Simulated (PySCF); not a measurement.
# CH5FNOTa (SMILES [CH3][Ta]([NH2])(=[O])[F]): levels of theory compared

Wanted: a comparison of 4 runs (HF/def2-SVP, PBE0/def2-SVP, M06-2X/def2-TZVP, PBE/def2-TZVP) of CH5FNOTa. The job is set up through a Python script.

Program for the calculation: PySCF 2.14.0.

## 1. Starting point

CH5FNOTa: 10 atoms, total charge 0, spin state singlet. As SMILES, `[CH3][Ta]([NH2])(=[O])[F]`. The coordinates come from a PBE0-D4/def2-TZVP relaxation. This is one conformer, not always the lowest.

Bond lengths: C1–Ta2 2.160 Å, Ta2–N3 1.967 Å, Ta2–O4 1.715 Å, Ta2–F5 1.891 Å, C1–H6 1.096 Å, C1–H7 1.093 Å, C1–H8 1.095 Å, N3–H9 1.009 Å, N3–H10 1.011 Å. Some angles: C1–Ta2–N3 106.8°, C1–Ta2–O4 104.9°, C1–Ta2–F5 108.3°, N3–Ta2–O4 106.4°, N3–Ta2–F5 116.1°, O4–Ta2–F5 113.6°, Ta2–C1–H6 109.3°, Ta2–C1–H7 111.5°, Ta2–C1–H8 111.8°, Ta2–N3–H9 125.0°.

## 2. Energy and forces at HF/def2-SVP (core potential) (run 1)

input.py reads:

```python
import pyscf.grad
from pyscf import gto

system = gto.M(
    atom=[
    ('C', (-1.086000, -0.037800, 1.132200)),
    ('Ta', (0.203100, 0.669200, -0.449700)),
    ('N', (1.291800, -0.865700, -1.022800)),
    ('O', (1.277600, 1.767100, 0.313200)),
    ('F', (-0.876400, 1.466700, -1.781900)),
    ('H', (-1.694500, 0.794900, 1.503400)),
    ('H', (-0.508700, -0.424700, 1.975700)),
    ('H', (-1.761300, -0.826600, 0.784500)),
    ('H', (2.282200, -0.966600, -0.856200)),
    ('H', (0.955300, -1.627600, -1.595600)),
],
    max_memory=1860,
    ecp={'Ta': 'def2-svp'},
    charge=0,
    basis='def2-svp',
    verbose=4,
)

myscf = system.RHF()
myscf.conv_tol = 1e-10
myscf.kernel()
if not myscf.converged:
    myscf = myscf.newton().run(myscf.mo_coeff, myscf.mo_occ)

e_tot = myscf.e_tot
print('Final energy', e_tot)
grad = myscf.Gradients().kernel()
myscf.analyze()
```

The run is started by

```bash
$ OMP_NUM_THREADS=1 python input.py
```

Output:

```text
PySCF version 2.14.0

[... 96 lines left out ...]
MO #3   energy= -15.5738836718425  occ= 2
[... 10 lines left out ...]
MO #14  energy= -0.674246486591062 occ= 2
[... 10 lines left out ...]
MO #25  energy= 0.0778766886173418 occ= 0
[... 10 lines left out ...]
MO #36  energy= 0.267970067450498  occ= 0
[... 10 lines left out ...]
MO #47  energy= 0.709446132580482  occ= 0
[... 10 lines left out ...]
MO #58  energy= 1.08559528681104   occ= 0
[... 10 lines left out ...]
MO #69  energy= 1.47176939494782   occ= 0
[... 10 lines left out ...]
MO #80  energy= 1.91349330220197   occ= 0
[... 10 lines left out ...]
MO #91  energy= 2.5721902357617    occ= 0
[... 10 lines left out ...]
MO #102 energy= 3.28063794556619   occ= 0
[... 10 lines left out ...]
MO #113 energy= 642.942234701412   occ= 0
[... 87 lines left out ...]
pop of  4 F 3dz^2         0.00081
pop of  4 F 3dxz          0.00072
pop of  4 F 3dx2-y2       0.00050
pop of  5 H 1s            0.89781
pop of  5 H 2s            0.00895
pop of  5 H 2px           0.00081
pop of  5 H 2py           0.00104
pop of  5 H 2pz           0.00073
pop of  6 H 1s            0.88889
pop of  6 H 2s            0.01137
pop of  6 H 2px           0.00071
pop of  6 H 2py           0.00034
pop of  6 H 2pz           0.00136
pop of  7 H 1s            0.90789
pop of  7 H 2s            0.01003
pop of  7 H 2px           0.00091
pop of  7 H 2py           0.00102
pop of  7 H 2pz           0.00060
pop of  8 H 1s            0.75534
pop of  8 H 2s            0.01797
pop of  8 H 2px           0.00203
pop of  8 H 2py           0.00065
pop of  8 H 2pz           0.00071
pop of  9 H 1s            0.77115
pop of  9 H 2s            0.01521
pop of  9 H 2px           0.00062
pop of  9 H 2py           0.00163
pop of  9 H 2pz           0.00135
 ** Mulliken atomic charges  **
charge of    0C =     -0.57269
charge of    1Ta =      1.69709
charge of    2N =     -0.71804
charge of    3O =     -0.64081
charge of    4F =     -0.46643
charge of    5H =      0.09065
charge of    6H =      0.09733
charge of    7H =      0.07955
charge of    8H =      0.22330
charge of    9H =      0.21003
Dipole moment(X, Y, Z, Debye): -0.48708, -4.11846, -1.06350
```

It took 49 s on 1 thread of Intel Xeon at 2.50GHz (Skylake/Cascade Lake), shared host; peak memory 0.28 GiB.

## 3. Energy and forces at PBE0/def2-SVP (core potential) (run 2)

run.py reads:

```python
from pyscf import gto, dft

system = gto.Mole()
system.atom = [
    ('C', (-1.086000, -0.037800, 1.132200)),
    ('Ta', (0.203100, 0.669200, -0.449700)),
    ('N', (1.291800, -0.865700, -1.022800)),
    ('O', (1.277600, 1.767100, 0.313200)),
    ('F', (-0.876400, 1.466700, -1.781900)),
    ('H', (-1.694500, 0.794900, 1.503400)),
    ('H', (-0.508700, -0.424700, 1.975700)),
    ('H', (-1.761300, -0.826600, 0.784500)),
    ('H', (2.282200, -0.966600, -0.856200)),
    ('H', (0.955300, -1.627600, -1.595600)),
]
system.max_memory = 1860
system.ecp = {'Ta': 'def2-svp'}
system.verbose = 4
system.basis = 'def2-svp'
system.build()

calc0 = dft.RKS(system)
calc0.xc = 'pbe0'
calc0.conv_tol = 1e-10
calc0.grids.level = 5
calc0.kernel()
if not calc0.converged:
    calc0 = calc0.newton().run(calc0.mo_coeff, calc0.mo_occ)

etot = calc0.e_tot
print('E(%s) = %.9f' % ('PBE0', etot))
grad = calc0.nuc_grad_method().kernel()
dip = calc0.dip_moment()
pop, q = calc0.mulliken_pop()
```

The run is started by

```bash
$ OMP_NUM_THREADS=1 python run.py
```

Output:

```text
PySCF version 2.14.0

[... 83 lines left out ...]
converged SCF energy = -327.623532398482
[... 13 lines left out ...]
Dipole moment(X, Y, Z, Debye): -0.14501, -3.73995, -0.90404
[... 85 lines left out ...]
pop of  4 F 3dyz          0.00076
pop of  4 F 3dz^2         0.00083
pop of  4 F 3dxz          0.00099
pop of  4 F 3dx2-y2       0.00051
pop of  5 H 1s            0.71878
pop of  5 H 2s            0.15502
pop of  5 H 2px           0.00821
pop of  5 H 2py           0.01075
pop of  5 H 2pz           0.00681
pop of  6 H 1s            0.71743
pop of  6 H 2s            0.14973
pop of  6 H 2px           0.00862
pop of  6 H 2py           0.00611
pop of  6 H 2pz           0.01099
pop of  7 H 1s            0.72305
pop of  7 H 2s            0.16246
pop of  7 H 2px           0.00885
pop of  7 H 2py           0.00979
pop of  7 H 2pz           0.00697
pop of  8 H 1s            0.69782
pop of  8 H 2s            0.08323
pop of  8 H 2px           0.02413
pop of  8 H 2py           0.01034
pop of  8 H 2pz           0.01223
pop of  9 H 1s            0.70237
pop of  9 H 2s            0.08889
pop of  9 H 2px           0.01225
pop of  9 H 2py           0.01843
pop of  9 H 2pz           0.01651
 ** Mulliken atomic charges  **
charge of    0C =     -0.55458
charge of    1Ta =      1.10175
charge of    2N =     -0.47555
charge of    3O =     -0.34468
charge of    4F =     -0.35717
charge of    5H =      0.10044
charge of    6H =      0.10712
charge of    7H =      0.08887
charge of    8H =      0.17225
charge of    9H =      0.16155
```

Run time: 2.1 min. Hardware: 1 thread of Intel Xeon at 2.50GHz (Skylake/Cascade Lake), shared host; peak memory 1.2 GiB.

## 4. Energy and gradient at M06-2X/def2-TZVP (core potential) (run 3)

input.py reads:

```python
import pyscf.grad
from pyscf import gto, dft

mol = gto.M(
    atom='''
C       -1.086000      -0.037800       1.132200
Ta       0.203100       0.669200      -0.449700
N        1.291800      -0.865700      -1.022800
O        1.277600       1.767100       0.313200
F       -0.876400       1.466700      -1.781900
H       -1.694500       0.794900       1.503400
H       -0.508700      -0.424700       1.975700
H       -1.761300      -0.826600       0.784500
H        2.282200      -0.966600      -0.856200
H        0.955300      -1.627600      -1.595600
''',
    max_memory=1860,
    verbose=3,
    ecp={'Ta': 'def2-svp'},
    basis='def2-tzvp',
)

ks = dft.RKS(mol, xc='m06-2x')
ks.conv_tol = 1e-10
ks.grids.level = 5
ks.kernel()
if not ks.converged:
    ks = ks.newton().run(ks.mo_coeff, ks.mo_occ)

e_final = ks.e_tot
print('Final energy', e_final)
grad = ks.Gradients().kernel()
dip = ks.dip_moment()
pop, q = ks.mulliken_pop()
```

The run is started by

```bash
$ OMP_NUM_THREADS=1 python input.py
```

Output:

```text
converged SCF energy = -328.04406460382
Final energy -328.0440646038197
[... 8 lines left out ...]
Dipole moment(X, Y, Z, Debye): -0.27700, -3.73936, -0.83757
[... 166 lines left out ...]
pop of  5 H 2s            0.44383
pop of  5 H 3s            0.08768
pop of  5 H 2px           0.00673
pop of  5 H 2py           0.00791
pop of  5 H 2pz           0.00596
pop of  6 H 1s            0.26756
pop of  6 H 2s            0.44478
pop of  6 H 3s            0.08516
pop of  6 H 2px           0.00665
pop of  6 H 2py           0.00503
pop of  6 H 2pz           0.00923
pop of  7 H 1s            0.26865
pop of  7 H 2s            0.44873
pop of  7 H 3s            0.09697
pop of  7 H 2px           0.00715
pop of  7 H 2py           0.00755
pop of  7 H 2pz           0.00558
pop of  8 H 1s            0.26569
pop of  8 H 2s            0.37235
pop of  8 H 3s            0.04178
pop of  8 H 2px           0.01811
pop of  8 H 2py           0.00864
pop of  8 H 2pz           0.01045
pop of  9 H 1s            0.26579
pop of  9 H 2s            0.38215
pop of  9 H 3s            0.04626
pop of  9 H 2px           0.00787
pop of  9 H 2py           0.01519
pop of  9 H 2pz           0.01390
 ** Mulliken atomic charges  **
charge of    0C =     -0.74321
charge of    1Ta =      1.41063
charge of    2N =     -0.79388
charge of    3O =     -0.51434
charge of    4F =     -0.43908
charge of    5H =      0.18110
charge of    6H =      0.18159
charge of    7H =      0.16537
charge of    8H =      0.28300
charge of    9H =      0.26884
```

Wall time 7.7 min (1 thread of Intel Xeon at 2.50GHz (Skylake/Cascade Lake), shared host); peak memory 2.9 GiB.

## 5. Energy and gradient at PBE/def2-TZVP (core potential) (run 4)

run.py reads:

```python
from pyscf import gto, dft

system = gto.M(
    atom='''
C     -2.052243    -0.071432     2.139548
Ta     0.383803     1.264605    -0.849810
N      2.441148    -1.635936    -1.932812
O      2.414314     3.339335     0.591862
F     -1.656156     2.771661    -3.367303
H     -3.202141     1.502143     2.841014
H     -0.961304    -0.802567     3.733532
H     -3.328375    -1.562048     1.482490
H      4.312733    -1.826609    -1.617984
H      1.805255    -3.075718    -3.015247
''',
    max_memory=1860,
    basis='def2-tzvp',
    charge=0,
    unit='bohr',
    verbose=3,
    ecp={'Ta': 'def2-svp'},
)

mf = dft.RKS(system)
mf.xc = 'pbe'
mf.grids.level = 5
mf.conv_tol = 1e-10
mf.kernel()
if not mf.converged:
    mf = mf.newton().run(mf.mo_coeff, mf.mo_occ)

etot = mf.e_tot
print(f'total energy: {etot:.8f} hartree')
grad = mf.nuc_grad_method().kernel()
mf.analyze()
```

The run is started by

```bash
$ OMP_NUM_THREADS=1 python run.py
```

Output:

```text
converged SCF energy = -328.011494673544
[... 16 lines left out ...]
MO #7   energy= -1.4140722348332   occ= 2
[... 16 lines left out ...]
MO #24  energy= -0.253866071693874 occ= 2
[... 16 lines left out ...]
MO #41  energy= 0.207240687074468  occ= 0
[... 16 lines left out ...]
MO #58  energy= 0.542824189556359  occ= 0
[... 16 lines left out ...]
MO #75  energy= 0.939184691911045  occ= 0
[... 16 lines left out ...]
MO #92  energy= 1.4917483186426    occ= 0
[... 16 lines left out ...]
MO #109 energy= 2.01675767312272   occ= 0
[... 16 lines left out ...]
MO #126 energy= 2.67200349254533   occ= 0
[... 16 lines left out ...]
MO #143 energy= 3.46544827622231   occ= 0
[... 16 lines left out ...]
MO #160 energy= 5.02539446180291   occ= 0
[... 16 lines left out ...]
MO #177 energy= 6.7296260431465    occ= 0
[... 16 lines left out ...]
MO #194 energy= 677.952199518115   occ= 0
[... 11 lines left out ...]
Dipole moment(X, Y, Z, Debye): -0.10087, -3.47622, -0.88886
```

It took 4.9 min on 1 thread of Intel Xeon at 2.50GHz (Skylake/Cascade Lake), shared host; peak memory 2.9 GiB.

## 6. The series

| run | level | integration grid | energy (Eh) | dipole moment (D) | HOMO energy (eV) | LUMO energy (eV) | wall time |
| --- | --- | --- | --- | --- | --- | --- | --- |
| 1 | HF/def2-SVP (core potential) | – | -325.859174 | 4.28 | -11.68 | 2.12 | 49 s |
| 2 | PBE0/def2-SVP (core potential) | 5 | -327.623532 | 3.85 | -8.24 | -1.03 | 2.1 min |
| 3 | M06-2X/def2-TZVP (core potential) | 5 | -328.044065 | 3.84 | -9.67 | -0.20 | 7.7 min |
| 4 | PBE/def2-TZVP (core potential) | 5 | -328.011495 | 3.59 | -6.91 | -1.96 | 4.9 min |

## 7. What came out

| quantity | value |
| --- | --- |
| run 4: total energy | -328.01149 Eh |
| run 4: dipole moment | 3.59 D |
| run 4: HOMO energy | -6.91 eV |
| run 4: LUMO energy | -1.96 eV |
| run 4: HOMO–LUMO gap | 4.94 eV |
| run 4: largest force on an atom | 1.117 eV/Å |

**Reading.** The dipole moment (its size) runs from 3.59 D (PBE/def2-TZVP) to 4.28 D (HF/def2-SVP). The two ends differ in method and basis. The HOMO–LUMO gap runs from 4.94 eV (PBE/def2-TZVP) to 13.80 eV (HF/def2-SVP). Totals of different functionals can't be ranked against each other. All runs together took 15 min, the longest 7.7 min.
